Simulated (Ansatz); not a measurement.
# CH4NOSb: the cost of one run

All numbers below are computed with Ansatz 0.2.0 (RKS LDA/def2-SVP).

## (1) The system as given

Bond lengths: O1–C2 1.202 Å, C2–N3 1.419 Å, N3–Sb4 2.005 Å, C2–H5 1.082 Å, N3–H6 1.071 Å, Sb4–H7 1.742 Å, Sb4–H8 1.738 Å. Angles: O1–C2–N3 118.9°, O1–C2–H5 119.7°, N3–C2–H5 121.4°, C2–N3–Sb4 124.2°, C2–N3–H6 116.9°, Sb4–N3–H6 118.9°, N3–Sb4–H7 93.5°, N3–Sb4–H8 93.8°, H7–Sb4–H8 93.7°.

Coordinates:

```xyz
8

O    -0.3865    1.6934   -1.0666
C     0.4536    1.3582   -0.2754
N     0.2781    0.1438    0.4378
Sb   -1.3044   -1.0693    0.2241
H     1.3441    1.9606   -0.1525
H     1.0611   -0.1405    1.1115
H    -0.8185   -1.5988   -1.3630
H    -0.5353   -2.4046    1.0282
```

## (2) End point A

The input, input.yaml:

```yaml
crystal:
  periodic: [false, false, false]
  atoms:
    - { symbol: O, position_ang: [-0.3865, 1.6934, -1.0666] }
    - { symbol: C, position_ang: [0.4536, 1.3582, -0.2754] }
    - { symbol: "N", position_ang: [0.2781, 0.1438, 0.4378] }
    - { symbol: Sb, position_ang: [-1.3044, -1.0693, 0.2241] }
    - { symbol: H, position_ang: [1.3441, 1.9606, -0.1525] }
    - { symbol: H, position_ang: [1.0611, -0.1405, 1.1115] }
    - { symbol: H, position_ang: [-0.8185, -1.5988, -1.363] }
    - { symbol: H, position_ang: [-0.5353, -2.4046, 1.0282] }
basis:
  gaussian: { orbitals: def2-SVP }
hamiltonian:
  xc: lda
relax:
  f_tol: 0.015
  max_steps: 40
```

Command:

```sh
ansatz run input.yaml --threads 1 --pin off --max-ram 2048MiB --backend cpu --events-out ev --progress --plain --runs-dir out
```

**Question.** How long does this run take on 1 thread of Intel Xeon Platinum 8375C at 2.90GHz (Ice Lake), shared host, and how much memory does it need?

About 21 s, with a peak of 0.16 GiB.
